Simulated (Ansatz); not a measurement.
Working through a geometry optimisation of C₂H₅BrGeS₂, SMILES [Br][GeH]1[S]CC[S]1

Computed with Ansatz 0.2.0 through its Python package.

Interactive session:
```pycon
>>> import ansatz as az
>>> import numpy as np
>>> geometry_ang = [
...     ("Br", (3.1684, -0.2915, 1.5601)),
...     ("Ge", (1.3687, 0.8558, 0.6325)),
...     ("S", (1.0129, 0.1641, -1.4324)),
...     ("C", (-0.4155, -0.8276, -0.878)),
...     ("C", (-1.3186, -0.0298, 0.0678)),
...     ("S", (-0.4978, 0.2917, 1.6663)),
...     ("H", (1.5873, 2.3897, 0.6708)),
...     ("H", (-0.999, -1.1289, -1.7731)),
...     ("H", (-0.0552, -1.7496, -0.3733)),
...     ("H", (-2.2458, -0.6085, 0.2625)),
...     ("H", (-1.6055, 0.9347, -0.4034)),
... ]
>>> molecule = az.Crystal.molecule()
>>> for symbol, xyz in geometry_ang:
...     molecule = molecule.atom(symbol, xyz)
...
>>> calculation = (
...     molecule.calculation()
...     .basis(gaussian="def2-SVP")
...     .functional("pbe0")
... )
>>> symbols = [site.symbol for site in molecule.cartesian_sites]
>>> start = np.array([site.position_ang for site in molecule.cartesian_sites], dtype=float)
>>> def progress(event):
...     if event["event"] == "relax_step":
...         row = event["data"]
...         print(f"step {row['step']:3d}  E = {row['lagrangian_ev']:.6f} eV  max force {row['allowed_force_max_ev_ang']:.4f} eV/A")
...
>>> summary = calculation.relax(force_tolerance=0.005, max_steps=100).session().plan().execute(on_event=progress).report
step   1  E = -150344.342817 eV  max force 0.5581 eV/A
step   2  E = -150344.430616 eV  max force 0.3112 eV/A
step   3  E = -150344.453206 eV  max force 0.1424 eV/A
step   4  E = -150344.459500 eV  max force 0.1822 eV/A
step   5  E = -150344.463501 eV  max force 0.0666 eV/A
step   6  E = -150344.463987 eV  max force 0.0384 eV/A
step   7  E = -150344.464428 eV  max force 0.0124 eV/A
step   8  E = -150344.464550 eV  max force 0.0038 eV/A
step   9  E = -150344.464576 eV  max force 0.0043 eV/A
>>> end = np.array(summary["positions_ang"])
>>> print("reference energy %16.6f eV" % summary["reference_energy_ev"])
reference energy   -150344.464604 eV
>>> print("total energy     %16.6f eV" % summary["free_energy_ev"])
total energy       -150344.464604 eV
>>> print("occupied (up, down):", summary["n_occupied"], " virtual:", summary["n_virtual"], " frozen:", summary["n_frozen"])
occupied (up, down): [58, 58]  virtual: [95, 95]  frozen: 0
>>> print("bond        before    after (A)")
bond        before    after (A)
>>> for i, j in [(0, 1), (1, 2), (1, 5), (1, 6), (2, 3), (3, 4), (3, 7), (3, 8), (4, 5), (4, 9), (4, 10)]:
...     d0, d1 = (np.linalg.norm(xyz[i] - xyz[j]) for xyz in (start, end))
...     print(f"{symbols[i]}{i}-{symbols[j]}{j}".ljust(10), f"{d0:8.4f} {d1:8.4f}")
...
Br0-Ge1      2.3272   2.3186
Ge1-S2       2.2065   2.2132
Ge1-S5       2.2070   2.2196
Ge1-H6       1.5499   1.5331
S2-C3        1.8251   1.8318
C3-C4        1.5319   1.5155
C3-H7        1.1102   1.1015
C3-H8        1.1111   1.1008
C4-S5        1.8255   1.8339
C4-H9        1.1102   1.1018
C4-H10       1.1111   1.1005
>>> charges = summary["charge_distribution"]
>>> print("dipole moment", round(4.803205 * float(np.linalg.norm(charges["dipole_moment_e_ang"])), 3), "D")
dipole moment 2.686 D
>>> print("Mulliken:", [(s, round(q, 3)) for s, q in zip(symbols, charges["mulliken_charges_e"])])
Mulliken: [('Br', -0.25), ('Ge', 0.521), ('S', -0.196), ('C', -0.154), ('C', -0.121), ('S', -0.202), ('H', -0.015), ('H', 0.101), ('H', 0.11), ('H', 0.101), ('H', 0.104)]
>>> with open("c2h5brges2_opt.xyz", "w") as handle:
...     handle.write(f"{len(symbols)}\nrelaxed C2H5BrGeS2\n")
...     handle.writelines(f"{s:2s} {x:11.6f} {y:11.6f} {z:11.6f}\n" for s, (x, y, z) in zip(symbols, end))
...
22
```

File `c2h5brges2_opt.xyz` afterwards:
```text
11
relaxed C2H5BrGeS2
Br    3.114192   -0.284814    1.676495
Ge    1.421653    0.907948    0.633135
S     0.972343    0.217978   -1.421205
C    -0.446575   -0.815358   -0.897420
C    -1.364899   -0.080194    0.058133
S    -0.520195    0.439398    1.600751
H     1.873391    2.372503    0.671881
H    -0.985363   -1.064225   -1.825321
H    -0.076122   -1.751609   -0.452454
H    -2.181637   -0.743814    0.384384
H    -1.806888    0.802287   -0.428578
```

What to keep in mind:
- Total energies depend on the basis set; only differences at equal settings carry meaning.
- The end point is the stationary point reached from this start; no frequency run checks that it is a minimum, and the basis set is modest.
- Finished in 2.7 min on 1 thread of Arm Neoverse V1, with other jobs on the host, peak memory 0.59 GiB.

(Lines on the test bed's own set-up are left out of the output.)
